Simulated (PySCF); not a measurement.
# GeH3Br: electronic structure in real space

Aim: take GeH3Br and analyse its density (charges, bond critical points, surface potential), see where an electron leaves and enters and measure its response to a uniform field.

Computed with PySCF 2.14.0. Level: levels as typed in each script, gas phase, geometry from GFN2-xTB.

**1. The starting structure**

5 atoms, charge 0, spin multiplicity 1.

Bond lengths: Br1–Ge2 2.258 Å, Ge2–H3 1.499 Å, Ge2–H4 1.499 Å, Ge2–H5 1.499 Å. Angles: Br1–Ge2–H3 107.3°, Br1–Ge2–H4 107.3°, Br1–Ge2–H5 107.3°, H3–Ge2–H4 111.6°, H3–Ge2–H5 111.6°, H4–Ge2–H5 111.6°.

As a file:

```xyz
5

Br    1.14814    0.00000    0.00000
Ge   -1.11001    0.00000    0.00000
H    -1.55485   -1.38019   -0.37819
H    -1.55485    0.36255    1.38436
H    -1.55486    1.01760   -1.00617
```

**2. Density, bond paths and surface potential (B3LYP/def2-svpd)**

input.py reads:

```python
import numpy as np
from pyscf import gto, scf, dft
from pyscf.scf import atom_ks, atom_hf
from scipy.linalg import block_diag

def solve(mol, dm0=None, hcore=None):
    mf = (dft.UKS if mol.spin else dft.RKS)(mol, xc='b3lyp')
    mf.grids.level = 3
    mf = mf.density_fit(auxbasis='def2-universal-jkfit')
    mf.conv_tol, mf.max_cycle = 1e-8, 80
    if hcore is not None:
        mf.get_hcore = lambda *args: hcore
    mf.kernel(dm0)
    if not mf.converged:
        mf = mf.newton().run(mf.mo_coeff, mf.mo_occ, max_cycle=30)
    assert mf.converged, 'SCF not converged'
    return mf

mol = gto.M(atom='''
Br     1.14814     0.00000     0.00000
Ge    -1.11001     0.00000     0.00000
H     -1.55485    -1.38019    -0.37819
H     -1.55485     0.36255     1.38436
H     -1.55486     1.01760    -1.00617
''', basis='def2-svpd', charge=0, spin=0, verbose=4)
mf = solve(mol)
mf.analyze()
# spherically averaged free atoms, for the promolecule
atm = atom_ks.get_atm_nrks(mol, xc='b3lyp')
pro = block_diag(*[(atm[a[0]][2] * atm[a[0]][3]) @ atm[a[0]][2].T for a in mol._atom])
np.savez('result.npz', e=mf.e_tot, c=mf.mo_coeff, occ=mf.mo_occ, eps=mf.mo_energy, pro=pro, dip=mf.dip_moment(verbose=0), s2=mf.spin_square()[0])
```

Command:

```console
OMP_NUM_THREADS=1 python input.py
```

**4. Removing and adding an electron (B3LYP/def2-svpd)**

input.py reads:

```python
import numpy as np
from pyscf import gto, scf, dft
from pyscf.scf import atom_ks, atom_hf
from scipy.linalg import block_diag

def solve(mol, dm0=None, hcore=None):
    mf = (dft.UKS if mol.spin else dft.RKS)(mol, xc='b3lyp')
    mf.grids.level = 3
    mf = mf.density_fit(auxbasis='def2-universal-jkfit')
    mf.conv_tol, mf.max_cycle = 1e-8, 80
    if hcore is not None:
        mf.get_hcore = lambda *args: hcore
    mf.kernel(dm0)
    if not mf.converged:
        mf = mf.newton().run(mf.mo_coeff, mf.mo_occ, max_cycle=30)
    assert mf.converged, 'SCF not converged'
    return mf

mol = gto.M(atom='''
Br     1.14814     0.00000     0.00000
Ge    -1.11001     0.00000     0.00000
H     -1.55485    -1.38019    -0.37819
H     -1.55485     0.36255     1.38436
H     -1.55486     1.01760    -1.00617
''', basis='def2-svpd', charge=0, spin=0, verbose=4)
mf = solve(mol)
out = dict(e0=mf.e_tot, dm0=mf.make_rdm1(), c=mf.mo_coeff, occ=mf.mo_occ, eps=mf.mo_energy)
for name, dq, spin in [('cation', 1, 1)]:
    ion = mol.copy().set(charge=mol.charge + dq, spin=spin).build()
    mi = solve(ion)
    if spin and dq > 0 and mol.nao < 130:
        c, _, stable, _ = mi.stability(return_status=True)
        if not stable:
            mi = solve(ion, mi.make_rdm1(c, mi.mo_occ))
    print(name, 'vertical energy change / eV', (mi.e_tot - mf.e_tot) * 27.211386)
    out.update({'e_' + name: mi.e_tot, 'dm_' + name: mi.make_rdm1(), 's2_' + name: mi.spin_square()[0], 'eps_' + name: mi.mo_energy, 'occ_' + name: mi.mo_occ})
# spherically averaged free atoms, for the promolecule
atm = atom_ks.get_atm_nrks(mol, xc='b3lyp')
pro = block_diag(*[(atm[a[0]][2] * atm[a[0]][3]) @ atm[a[0]][2].T for a in mol._atom])
np.savez('result.npz', pro=pro, **out)
```

**5. Response to an electric field (B3LYP/def2-svpd)**

input.py reads:

```python
import numpy as np
from pyscf import gto, scf, dft
from pyscf.scf import atom_ks, atom_hf
from scipy.linalg import block_diag

def solve(mol, dm0=None, hcore=None):
    mf = (dft.UKS if mol.spin else dft.RKS)(mol, xc='b3lyp')
    mf.grids.level = 3
    mf = mf.density_fit(auxbasis='def2-universal-jkfit')
    mf.conv_tol, mf.max_cycle = 1e-8, 80
    if hcore is not None:
        mf.get_hcore = lambda *args: hcore
    mf.kernel(dm0)
    if not mf.converged:
        mf = mf.newton().run(mf.mo_coeff, mf.mo_occ, max_cycle=30)
    assert mf.converged, 'SCF not converged'
    return mf

mol = gto.M(atom='''
Br     1.14814     0.00000     0.00000
Ge    -1.11001     0.00000     0.00000
H     -1.55485    -1.38019    -0.37819
H     -1.55485     0.36255     1.38436
H     -1.55486     1.01760    -1.00617
''', basis='def2-svpd', charge=0, spin=0, verbose=4)
field = np.array([0.004, 0.0, 0.0])  # atomic units
mol.set_common_orig(mol.atom_charges() @ mol.atom_coords() / mol.atom_charges().sum())
mf = solve(mol)
out = dict(dm0=mf.make_rdm1(), d0=mf.dip_moment(unit='AU'), e0=mf.e_tot)
for name, sign in (('p', 1), ('m', -1)):
    h = mf.get_hcore() + sign * np.einsum('x,xij->ij', field, mol.intor('int1e_r'))
    mi = solve(mol, mf.make_rdm1(), h)
    out.update({'dm' + name: mi.make_rdm1(), 'd' + name: mi.dip_moment(unit='AU'), 'e' + name: mi.e_tot})
# spherically averaged free atoms, for the promolecule
atm = atom_ks.get_atm_nrks(mol, xc='b3lyp')
pro = block_diag(*[(atm[a[0]][2] * atm[a[0]][3]) @ atm[a[0]][2].T for a in mol._atom])
np.savez('result.npz', pro=pro, **out)
```

(Steps that only read results are left out.)

**Question.** What will these runs give? Wanted: dipole moment; HOMO, LUMO; polarisability along the field.

As calculated:

```
                                        quantity            value
                 dipole moment (B3LYP/def2-svpd)           1.76 D
                    HOMO, LUMO (B3LYP/def2-svpd)  -8.04, -0.89 eV
polarisability along the field (B3LYP/def2-svpd)       64.4 bohr³
```

At B3LYP/def2-svpd: The highest Hirshfeld charge is on Ge2 (+0.33 e), the lowest on Br1 (−0.15 e). The geometry was not optimised at these levels.
